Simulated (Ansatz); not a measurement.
# BAsH₆: geometry optimisation

The task: find the minimum of BAsH₆ nearest to the start.

Computed with Ansatz 0.2.0. Level: RKS PBE0-D4/def2-SVPD.

1 further run of the same task is left out (set aside as unsound or not needed).

## Step 1: Where the work starts

SMILES `[BH3-][AsH3+]`, 8 atoms, charge 0, spin multiplicity 1.

Atoms are counted from 1 here; the program's logs count them from 0.

Bond lengths: B1–As2 2.052 Å, B1–H3 1.224 Å, B1–H4 1.224 Å, B1–H5 1.224 Å, As2–H6 1.524 Å, As2–H7 1.524 Å, As2–H8 1.524 Å. Angles: As2–B1–H3 102.8°, As2–B1–H4 102.7°, As2–B1–H5 102.6°, H3–B1–H4 115.4°, H3–B1–H5 115.3°, H4–B1–H5 115.3°, B1–As2–H6 119.2°, B1–As2–H7 119.3°, B1–As2–H8 119.0°, H6–As2–H7 98.3°, H6–As2–H8 98.3°, H7–As2–H8 98.3°.

As a file:

```mol
AsBH6
  3D, bonds by distance, orders not assigned

  8  7  0  0  0  0  0  0  0  0999 V2000
   -0.6290    0.1797   -1.0091 B   0  0
    0.4616   -0.1399    0.6997 As  0  0
   -1.7537   -0.1764   -0.6834 H   0  0
   -0.0670   -0.5398   -1.8245 H   0  0
   -0.4926    1.3824   -1.1912 H   0  0
    0.0762    0.5983    1.9764 H   0  0
    0.5465   -1.5478    1.2776 H   0  0
    1.9502    0.1865    0.6987 H   0  0
  1  2  8  0
  1  3  8  0
  1  4  8  0
  1  5  8  0
  2  6  8  0
  2  7  8  0
  2  8  8  0
M  END
```

## Step 2: Relaxation

File input.yaml:

```yaml
crystal:
  periodic: [false, false, false]
  atoms:
    - { symbol: B, position_ang: [-0.628989, 0.179665, -1.009146] }
    - { symbol: As, position_ang: [0.461595, -0.139887, 0.699715] }
    - { symbol: H, position_ang: [-1.753703, -0.176434, -0.683371] }
    - { symbol: H, position_ang: [-0.067008, -0.539847, -1.824454] }
    - { symbol: H, position_ang: [-0.49257, 1.38241, -1.191201] }
    - { symbol: H, position_ang: [0.076172, 0.598269, 1.976352] }
    - { symbol: H, position_ang: [0.546472, -1.547819, 1.277573] }
    - { symbol: H, position_ang: [1.950231, 0.186543, 0.698733] }
basis:
  gaussian: { orbitals: def2-SVPD }
hamiltonian:
  xc: pbe0
  dispersion: d4
output:
  forces: true
relax:
  f_tol: 0.003
  max_steps: 120
```

On the command line:

```bash
$ ansatz run input.yaml --threads 1 --pin off --max-ram 2560MiB --backend cpu --events-out ev --progress --plain --runs-dir out
```

Q: Predict the outcome of this session. Wanted: energy gained; root mean square move; dipole moment.

The runs gave:

| quantity | value |
| --- | --- |
| energy gained | 0.0082 eV |
| root mean square move | 0.012 Å |
| dipole moment | 3.96 D |

What this shows: Bond lengths: B1–As2 2.047 Å, B1–H3 1.217 Å, B1–H4 1.217 Å, B1–H5 1.217 Å, As2–H6 1.509 Å, As2–H7 1.509 Å, As2–H8 1.509 Å. Angles: As2–B1–H3 102.9°, As2–B1–H4 102.9°, As2–B1–H5 102.8°, H3–B1–H4 115.2°, H3–B1–H5 115.2°, H4–B1–H5 115.2°, B1–As2–H6 118.7°, B1–As2–H7 118.7°, B1–As2–H8 118.7°, H6–As2–H7 98.9°, H6–As2–H8 98.9°, H7–As2–H8 98.9°. No frequencies were computed here.
